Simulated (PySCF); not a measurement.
# The bond of RbCl−, level by level

Aim: find the lowest electronic state of RbCl−, scan its bond at several levels of theory, and get bond length, wavenumber and dissociation energy from each curve.

Method: Rb def2-SVPD with ECP28, Cl def2-SVPD, scalar-relativistic core potentials; program: PySCF 2.14.0.

2 further runs of the same task are left out: 2 set aside as unsound or not needed.

## (1) Set-up

A driver script around PySCF takes these settings:

```
atoms                         : Rb, Cl
charge                        : -1
basis                         : Rb def2-SVPD with ECP28, Cl def2-SVPD
Hamiltonian                   : scalar-relativistic core potentials
basis functions               : 54
electrons treated             : 27
masses in u                   : 84.9118, 34.9689
levels                        : PBE0, PBE, r²SCAN, B2PLYP, BHandHLYP, MN15, HF, MP2, SCS-MP2, CCSD, CCSD(T)
grid                          : 80 radial by 434 angular points
occupations                   : held fixed by the projection of orbital angular momentum
dissociation limit            : Rb + Cl−, each in its ground configuration
starting distance in angstrom : 3.130
values of 2S to try           : 1, 3
```

Run with:

```console
OMP_NUM_THREADS=1 python dia.py task.json out
```

The runs that follow: First curve: PBE0; PBE (GGA); r²SCAN; B2PLYP (double hybrid); BHandHLYP; MN15 (hybrid meta-GGA); UHF (mean field); Adding correlation.

What does the calculation give? Wanted: for each run, Re; ωe; De; μ.

The runs gave:

Lowest PBE0 solution found, without spin–orbit coupling: ²Σ⁺ (doublet), unpaired electrons σ ↑.

```tsv
level	Re (Å)	ωe (cm⁻¹)	De (eV)	μ (D)
UHF	3.069	166.0	1.25	1.42
UHF-MP2	3.042	169.6	1.21	n/a
UHF-SCS-MP2	3.049	168.5	1.21	n/a
UHF-CCSD	3.048	168.8	1.20	n/a
UHF-CCSD(T)	3.050	168.2	1.19	n/a
PBE	3.027	163.7	1.18	0.37
r²SCAN	3.021	170.5	1.24	0.42
PBE0	3.007	170.5	1.23	0.78
MN15	3.016	164.4	1.11	-2.34
BHandHLYP	3.028	168.3	1.15	0.22
B2PLYP	3.042	165.1	1.13	0.46
```

De is counted to Rb + Cl− in their ground configurations. A positive dipole points from Rb to Cl; in an ion it is taken about the centre of mass and does not tell which atom is negative.

Differences from CCSD(T) in the same basis:

```tsv
level	Re (mÅ)	ωe (%)
UHF	+20	-1.3
UHF-MP2	-8	+0.8
UHF-SCS-MP2	0	+0.2
UHF-CCSD	-1	+0.3
PBE	-23	-2.7
r²SCAN	-29	+1.4
PBE0	-43	+1.4
MN15	-34	-2.3
BHandHLYP	-21	0.0
B2PLYP	-7	-1.8
```

In words: Against CCSD(T) in the same basis, the bond length is nearest at UHF-SCS-MP2 (0 mÅ) and farthest at PBE0 (-43 mÅ); the wavenumber is nearest at BHandHLYP (0.0 %) and farthest at PBE (-2.7 %). CCSD(T) in a basis this small is itself some way from its limit, more so than the functionals. Among the levels with a De in the table, it runs from 1.11 eV (MN15) to 1.25 eV (UHF).

Correlated steps freeze 5 core orbitals. B2PLYP dipoles, levels and charges come from its SCF part alone. At some levels the lowest empty orbital lies below the highest filled one (the two can be of opposite spin). With some functionals the highest level of the anion is positive, from self-interaction error or because the anion is truly unbound there; the finite basis then holds the extra electron, and no neutral molecule was run to test the binding. Spin–orbit coupling is left out.
